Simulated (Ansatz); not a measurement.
# Sc3B2Sb: the cost of one run

Method: DFT PBE, scalar-relativistic, plane waves, PAW, in Ansatz 0.2.0.

**1. The structure to begin with**

The structure is tetragonal, space group P4mm (No. 99). Conventional cell: a = 4.365 Å, b = 4.365 Å, c = 6.508 Å, α = 90.00°, β = 90.00°, γ = 90.00°. Sc (site symmetry 2mm) is surrounded by 1 B at 1.76 Å. Sc (site symmetry 4mm) is surrounded by 4 Sc at 2.31 Å and 4 B at 2.40 Å. Around B (site symmetry 2mm) lie 3 Sc at 1.76 to 2.40 Å. Sb (site symmetry 4mm) is surrounded by 4 Sc at 3.10 Å and 4 B at 3.35 Å.

Coordinates:

```cif
data_structure
_symmetry_space_group_name_H-M 'P4mm'
_symmetry_Int_Tables_number 99
_cell_length_a 4.3652
_cell_length_b 4.3652
_cell_length_c 6.5079
_cell_angle_alpha 90.000
_cell_angle_beta 90.000
_cell_angle_gamma 90.000
_cell_volume 124.01
loop_
_atom_site_label
_atom_site_type_symbol
_atom_site_symmetry_multiplicity
_atom_site_Wyckoff_symbol
_atom_site_fract_x
_atom_site_fract_y
_atom_site_fract_z
_atom_site_occupancy
Sc1 Sc 2 c 0.50000 0.00000 0.84796 1
Sc2 Sc 1 b 0.50000 0.50000 0.73193 1
B1 B 2 c 0.50000 0.00000 0.57800 1
Sb1 Sb 1 a 0.00000 0.00000 0.18689 1
```

Recipe of the guess: random cell by space group and Wyckoff sites (P4mm, No. 99). Its size is a rough estimate.

**2. Probe: one point on a coarse mesh**

File input.yaml:

```yaml
crystal:
  lattice:
    - [4.36523014, 0.0, 0.0]
    - [0.0, 4.36523014, 0.0]
    - [0.0, 0.0, 6.50791589]
  atoms:
    - { symbol: Sc, position: [0.5, 0.0, 0.84796329] }
    - { symbol: Sc, position: [0.0, 0.5, 0.84796329] }
    - { symbol: Sc, position: [0.5, 0.5, 0.73193113] }
    - { symbol: B, position: [0.5, 0.0, 0.57800208] }
    - { symbol: B, position: [0.0, 0.5, 0.57800208] }
    - { symbol: Sb, position: [0.0, 0.0, 0.18689386] }
basis:
  ecutwfc: 420
kpoints:
  mp_grid: { grid: [4, 4, 4] }
hamiltonian:
  xc: pbe
scf:
  occupations: { method: gaussian, width: 0.1 }
  lower_state_search: "off"
output:
  forces: true
  stress: true
  eigenvalues: true
```

The run is started by

```sh
ansatz run input.yaml --threads 1 --pin off --max-ram 2560MiB --backend cpu --events-out ev --progress --plain --runs-dir out
```

Q: Estimate wall time and peak memory on 1 thread of Intel Xeon at 2.50GHz (Skylake/Cascade Lake), shared host.

About 13 s, with a peak of 0.39 GiB.
